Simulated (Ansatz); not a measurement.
# BH2O2F (SMILES OB(O)F) at CCSD(T)/def2-SVPD

Aim: the vertical electron affinity of BH2O2F at CCSD(T)/def2-SVPD, from 2 runs. 

Program for the calculation: Ansatz 0.2.0.

57 further runs of the same task are left out: 57 set aside as unsound or not needed.

**1. Starting point**

The species is BH2O2F (6 atoms), meant as a singlet with charge 0. SMILES: `OB(O)F`. The coordinates come from a PBE0-D4/def2-TZVP relaxation. This is one conformer, not always the lowest.

Bond lengths: O1–B2 1.360 Å, B2–O3 1.352 Å, B2–F4 1.333 Å, O1–H5 0.960 Å, O3–H6 0.960 Å. Angles: O1–B2–O3 121.6°, O1–B2–F4 120.5°, O3–B2–F4 117.9°, B2–O1–H5 113.1°, B2–O3–H6 112.5°.

**2. The energy at CCSD(T)/def2-SVPD**

The input, run.yaml:

```yaml
crystal:
  periodic: [false, false, false]
  atoms:
    - {symbol: O, position_ang: [-0.477500, 0.971000, -0.208400]}
    - {symbol: B, position_ang: [-0.023800, -0.307500, -0.106500]}
    - {symbol: O, position_ang: [0.989400, -0.635200, 0.726100]}
    - {symbol: F, position_ang: [-0.573100, -1.280600, -0.833200]}
    - {symbol: H, position_ang: [-1.198900, 1.066100, -0.834300]}
    - {symbol: H, position_ang: [1.326000, 0.122200, 1.210000]}
basis:
  gaussian:
    orbitals: def2-SVPD
magnetization:
  spin_polarized: false
correlation:
  method: ccsd_t
  frozen_orbitals: {B: 1, F: 1, H: 0, O: 1}
accuracy: high
scf:
  omitted_lower_state_checks: [cluster_reference, increment]
```

Run with:

```console
$ ansatz run run.yaml --threads 1 --pin off --max-ram 3480MiB --events-out events.jsonl --progress --plain --runs-dir runs
```

What it wrote, cut to the lines that bear on the results:

```text
Warning: RAYON_NUM_THREADS=1 ignored (pool sized by the plan → 1); use --threads N
Functional definition: HF
  name "HF"
[...]
2074 factors; integrals over basis functions are off by at most 3.5e-9 eV
[...]
mean field -7483.16290595 eV, -275.0011645237 hartree, gradient 2.0e-8 eV, S^2 0.000000; 0 other end points of the search recorded, 0 dependent functions left out
4 core orbitals not correlated: weight in the atoms' cores, before any rotation towards them, 1.000 or more for the frozen orbitals, at most 0.000 for the correlated occupied ones
reference -7483.16290595 eV, -275.0011645237 hartree; 12, 12 occupied and 89, 89 virtual orbitals, 2074 factors
second order -18.07648965 eV of doubles, -0.00000000 eV of singles
cycle   1  -17.95957869 eV  change    1.2e-1 eV  update   9.6e-2
[...]
cycle  19  -18.42423098 eV  change   2.4e-10 eV  update   1.6e-9
perturbative correction -0.45978763 eV, -0.0168968838 hartree
Total energy: -7502.04692456 eV, -275.6951394075 hartree
Checks for a lower state left out: cluster_reference, increment
```

It took 63 s on 1 thread of Arm Neoverse N1, shared host; peak memory 0.85 GiB.

**3. The doublet anion at the same level**

Edit run.yaml of step 2 so:

```diff
@@ -12,4 +12,6 @@
     orbitals: def2-SVPD
+total_charge: -1
 magnetization:
-  spin_polarized: false
+  spin_polarized: true
+  initial_magnetization: 1
 correlation:
```

Run with:

```console
$ ansatz run run.yaml --threads 1 --pin off --max-ram 3480MiB --events-out events.jsonl --progress --plain --runs-dir runs
```

What it wrote, cut to the lines that bear on the results:

```text
Warning: RAYON_NUM_THREADS=1 ignored (pool sized by the plan → 1); use --threads N
Functional definition: HF
  name "HF"
[...]
2074 factors; integrals over basis functions are off by at most 3.5e-9 eV
[...]
mean field -7481.67766338 eV, -274.9465828659 hartree, gradient 8.9e-8 eV, S^2 0.750545; 2 other end points of the search recorded, 0 dependent functions left out
4 core orbitals not correlated: weight in the atoms' cores, before any rotation towards them, 1.000 or more for the frozen orbitals, at most 0.000 for the correlated occupied ones
reference -7481.67766338 eV, -274.9465828659 hartree; 13, 12 occupied and 88, 89 virtual orbitals, 2074 factors
second order -18.42444277 eV of doubles, -0.00000000 eV of singles
cycle   1  -18.26670901 eV  change    1.6e-1 eV  update   1.1e-1
[...]
cycle  24  -18.78294120 eV  change  -6.6e-10 eV  update   2.3e-9
perturbative correction -0.51324466 eV, -0.0188613934 hartree
Total energy: -7500.97384924 eV, -275.6557046169 hartree
Checks for a lower state left out: cluster_reference, increment
```

It took 4.7 min on 1 thread of Arm Neoverse N1, shared host; peak memory 1.9 GiB.

**4. Summary of results**

At CCSD(T)/def2-SVPD, 4 core orbitals frozen:

| quantity | value |
| --- | --- |
| singlet BH2O2F: total energy | -275.69514 Eh |
| singlet BH2O2F: correlation energy (4 core orbitals frozen) | -694.0 mEh |
| singlet BH2O2F: (T) correction | -16.90 mEh |
| singlet BH2O2F: T1 diagnostic | 0.014 |
| doublet anion: total energy | -275.65570 Eh |
| doublet anion: correlation energy (4 core orbitals frozen) | -709.1 mEh |
| doublet anion: (T) correction | -18.86 mEh |
| doublet anion: ⟨S²⟩ of the reference determinant | 0.751 |
| doublet anion: T1 diagnostic | 0.019 |
| vertical electron affinity (to the doublet anion) | -1.073 eV |

In words: The anion lies 1.07 eV (104 kJ/mol) above the neutral: the electron isn't bound at this level, and such a value depends on the basis. The triples (singlet BH2O2F) make up 2.4 % of the correlation energy. The triples (doublet anion) make up 2.7 % of the correlation energy.
